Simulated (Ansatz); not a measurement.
# As2Se: how settings move the results

Aim, for As2Se: test the occupation rule and width.

Method: DFT PBEsol, scalar-relativistic, plane waves, PAW, in Ansatz 0.2.0.

1 further run of the same task is left out (set aside as unsound or not needed). Runs told in other sessions of the task aren't counted.

**1. The system as given**

It takes space group I4_1/amd (No. 141, tetragonal). Conventional cell: a = 7.059 Å, b = 7.059 Å, c = 5.307 Å, α = 90.00°, β = 90.00°, γ = 90.00°. As (site symmetry 2/m) has 2 Se at 2.66 Å and 4 As at 2.83 Å in its first shell of neighbours. Around Se (site symmetry -4m2) lie 4 As at 2.66 Å.

As a file:

```cif
data_structure
_symmetry_space_group_name_H-M 'I4_1/amd:1'
_symmetry_Int_Tables_number 141
_cell_length_a 7.0588
_cell_length_b 7.0588
_cell_length_c 5.3071
_cell_angle_alpha 90.000
_cell_angle_beta 90.000
_cell_angle_gamma 90.000
_cell_volume 264.44
loop_
_atom_site_label
_atom_site_type_symbol
_atom_site_symmetry_multiplicity
_atom_site_Wyckoff_symbol
_atom_site_fract_x
_atom_site_fract_y
_atom_site_fract_z
_atom_site_occupancy
As1 As 8 c 0.00000 0.75000 0.12500 1
Se1 Se 4 b 0.00000 0.00000 0.50000 1
```

Source of the structure: the Materials Project (structure only). It is taken as it stands there.

**2. The base input**

Input file input.yaml:

```yaml
crystal:
  lattice:
    - [-3.529418, 3.529418, 2.653571]
    - [3.529418, -3.529418, 2.653571]
    - [3.529418, 3.529418, -2.653571]
  atoms:
    - { symbol: As, position: [0.875, 0.125, 0.75] }
    - { symbol: As, position: [0.375, 0.125, 0.25] }
    - { symbol: As, position: [0.875, 0.625, 0.75] }
    - { symbol: As, position: [0.875, 0.125, 0.25] }
    - { symbol: Se, position: [0.5, 0.5, 0.0] }
    - { symbol: Se, position: [0.25, 0.75, 0.5] }
basis:
  ecutwfc: 420
kpoints:
  mp_grid: { grid: [8, 8, 8] }
hamiltonian:
  xc: pbesol
scf:
  occupations: { method: gaussian, width: 0.1 }
output:
  forces: true
  stress: true
  eigenvalues: true
  populations: true
  write_density: true
  write_potential: true
  elf: true
  volumetric_format: npy
```

It was run beforehand and gave: -5016.6918 eV/atom at zero smearing, pressure -3.47 GPa, largest force 0.000 eV/Å, no gap on the mesh, in 7 SCF cycles and 41 s.

**3. Occupation rule and width set to Gaussian 0.05 eV**

Input file input.yaml:

```yaml
crystal:
  lattice:
    - [-3.529418, 3.529418, 2.653571]
    - [3.529418, -3.529418, 2.653571]
    - [3.529418, 3.529418, -2.653571]
  atoms:
    - { symbol: As, position: [0.875, 0.125, 0.75] }
    - { symbol: As, position: [0.375, 0.125, 0.25] }
    - { symbol: As, position: [0.875, 0.625, 0.75] }
    - { symbol: As, position: [0.875, 0.125, 0.25] }
    - { symbol: Se, position: [0.5, 0.5, 0.0] }
    - { symbol: Se, position: [0.25, 0.75, 0.5] }
basis:
  ecutwfc: 420
kpoints:
  mp_grid: { grid: [8, 8, 8] }
hamiltonian:
  xc: pbesol
scf:
  occupations: { method: gaussian, width: 0.05 }
output:
  forces: true
  stress: true
  eigenvalues: true
```

The run is started by

```sh
> ansatz run input.yaml --threads 1 --pin off --max-ram 2560MiB --backend cpu --events-out ev --progress --plain --runs-dir out
```

**4. Occupation rule and width: Gaussian 0.3 eV**

Edit input.yaml of step 3 so:

```diff
@@ -19,3 +19,3 @@
 scf:
-  occupations: { method: gaussian, width: 0.05 }
+  occupations: { method: gaussian, width: 0.3 }
 output:
```

**5. Occupation rule and width: Gaussian 0.5 eV**

Edit input.yaml of step 4 so:

```diff
@@ -19,3 +19,3 @@
 scf:
-  occupations: { method: gaussian, width: 0.3 }
+  occupations: { method: gaussian, width: 0.5 }
 output:
```

**6. Occupation rule and width: Fermi–Dirac 0.02 eV**

Edit input.yaml of step 5 so:

```diff
@@ -19,3 +19,3 @@
 scf:
-  occupations: { method: gaussian, width: 0.5 }
+  occupations: { method: fermi_dirac, width: 0.02 }
 output:
```

**7. Occupation rule and width: Methfessel–Paxton 0.02 eV**

Edit input.yaml of step 6 so:

```diff
@@ -19,3 +19,3 @@
 scf:
-  occupations: { method: fermi_dirac, width: 0.02 }
+  occupations: { method: methfessel_paxton, width: 0.02 }
 output:
```

**8. Occupation rule and width set to Methfessel–Paxton 0.2 eV**

Edit input.yaml of step 7 so:

```diff
@@ -19,3 +19,3 @@
 scf:
-  occupations: { method: methfessel_paxton, width: 0.02 }
+  occupations: { method: methfessel_paxton, width: 0.2 }
 output:
```

**9. Occupation rule and width: Methfessel–Paxton 0.3 eV**

Edit input.yaml of step 8 so:

```diff
@@ -19,3 +19,3 @@
 scf:
-  occupations: { method: methfessel_paxton, width: 0.2 }
+  occupations: { method: methfessel_paxton, width: 0.3 }
 output:
```

**10. Occupation rule and width: Methfessel–Paxton 0.5 eV**

Edit input.yaml of step 9 so:

```diff
@@ -19,3 +19,3 @@
 scf:
-  occupations: { method: methfessel_paxton, width: 0.3 }
+  occupations: { method: methfessel_paxton, width: 0.5 }
 output:
```

**11. Occupation rule and width: cold 0.01 eV**

Edit input.yaml of step 10 so:

```diff
@@ -19,3 +19,3 @@
 scf:
-  occupations: { method: methfessel_paxton, width: 0.5 }
+  occupations: { method: cold, width: 0.01 }
 output:
```

**12. Occupation rule and width: cold 0.1 eV**

Edit input.yaml of step 11 so:

```diff
@@ -19,3 +19,3 @@
 scf:
-  occupations: { method: cold, width: 0.01 }
+  occupations: { method: cold, width: 0.1 }
 output:
```

**13. Occupation rule and width set to cold 0.2 eV**

Edit input.yaml of step 12 so:

```diff
@@ -19,3 +19,3 @@
 scf:
-  occupations: { method: cold, width: 0.1 }
+  occupations: { method: cold, width: 0.2 }
 output:
```

**14. Occupation rule and width: tetrahedron**

Edit input.yaml of step 13 so:

```diff
@@ -19,3 +19,3 @@
 scf:
-  occupations: { method: cold, width: 0.2 }
+  occupations: { method: tetrahedron }
 output:
```

(Steps that only read results are left out.)

**Question.** What does this series show? Wanted: largest energy shift, occupation rule and width.

As calculated:

```
                                       quantity                          value
largest energy shift, occupation rule and width  -1.94 meV/atom at tetrahedron
```

What this shows: Smearing shifts the free energy by as much as 23.4 meV/atom (Gaussian 0.5); extrapolating to zero width leaves 1.94 at most. For the widths that shift F most, the extrapolation takes out most of the shift. In a metal, forces and stress under tetrahedra need not match the slope of their energy.
